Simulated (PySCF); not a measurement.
# [Y(PH3)]3+: other functionals and bases at one geometry

An exercise on one series of results from a longer session: the logs are not shown, and one member is left open.

Method: several levels, as the steps say, no spin–orbit coupling; program: PySCF 2.14.0.

1 further run of the same task is left out (for a known fault of the program).

### Where the work starts

5 atoms, charge 3, spin multiplicity 1.

Bond lengths: Y1–P2 2.855 Å, P2–H3 1.429 Å, P2–H4 1.429 Å, P2–H5 1.429 Å. Angles: Y1–P2–H3 111.0°, Y1–P2–H4 111.0°, Y1–P2–H5 111.0°, H3–P2–H4 107.9°, H3–P2–H5 107.9°, H4–P2–H5 107.9°.

Coordinates:

```xyz
5
charge 3, multiplicity 1
Y     0.0000    0.0000   -0.6779
P     0.0000    0.0000    2.1775
H     1.3336    0.0000    2.6902
H    -0.6668    1.1549    2.6902
H    -0.6668   -1.1549    2.6902
```

Formal oxidation states: Y +3. An earlier session relaxed this geometry at PBE0, Y def2-SVP with ECP28, P def2-SVP, H def2-SVP (singlet, point group C3v).

At PBE0 on the finer grid: E = -379.865095 Eh, HOMO -24.54 eV, LUMO -20.04 eV, Mulliken charge on Y1 +2.25 e, largest force component 0.019 eV/Å. 

Levels to run: B3LYP; BLYP; PBE0, TZVP. Hardware: 2 threads of Arm Neoverse V1, shared host.

The first run:

File run.py (the lines that set the calculation):

```python
mol = gto.M(atom='''
Y      0.00000     0.00000    -0.67789
P      0.00000     0.00000     2.17751
H      1.33361    -0.00001     2.69019
H     -0.66680     1.15494     2.69019
H     -0.66681    -1.15493     2.69019''',
    basis={'Y': 'def2-SVP', 'P': 'def2-SVP', 'H': 'def2-SVP'},
    ecp={'Y': 'def2-SVP'},
    charge=3, spin=0)
mf = dft.RKS(mol, xc='B3LYP')
mf.grids.atom_grid = (75, 302)
mf = mf.density_fit()  # fitting sets: Y def2-universal-JKFIT, P def2-universal-JKFIT, H def2-universal-JKFIT
mf.conv_tol = 1e-08; mf.max_cycle = 55
mf.kernel(dm0)  # dm0: the density of the relaxed state
```

On the command line:

```console
> OMP_NUM_THREADS=2 python run.py
```

Steps of the session up to this table: B3LYP; BLYP; PBE0, TZVP.

One table of the session follows, with a row left open; its other results are not shown here.

```
              level  HOMO (eV)  gap (eV)  charge on Y1 (e)  dipole (D)  largest force component (eV/Å)
PBE0 (relaxed here)     -24.54      4.50              2.25        1.01                            0.02
              B3LYP     -24.34      3.88              2.22        0.90                            0.16
               BLYP     -23.39      2.23              2.18        0.43                            0.25
         PBE0, TZVP          ?         ?                 ?           ?                               ?
```

Estimate the missing values for PBE0, TZVP.

As computed: HOMO (eV): -24.47; gap (eV): 4.47; charge on Y1 (e): 2.22; dipole (D): 0.81; largest force component (eV/Å): 0.27. In the column «HOMO (eV)» it lies between PBE0 (relaxed here) (-24.54) and B3LYP (-24.34).

The dipole of a charged species depends on the origin, so these sizes hold for this origin alone.

In one basis the HOMO–LUMO gap runs from 2.23 eV (BLYP) to 4.50 eV (PBE0). The largest leftover force, 0.27 eV/Å with PBE0, TZVP, stands at a geometry relaxed at another level. Total energies of different levels can't be compared.
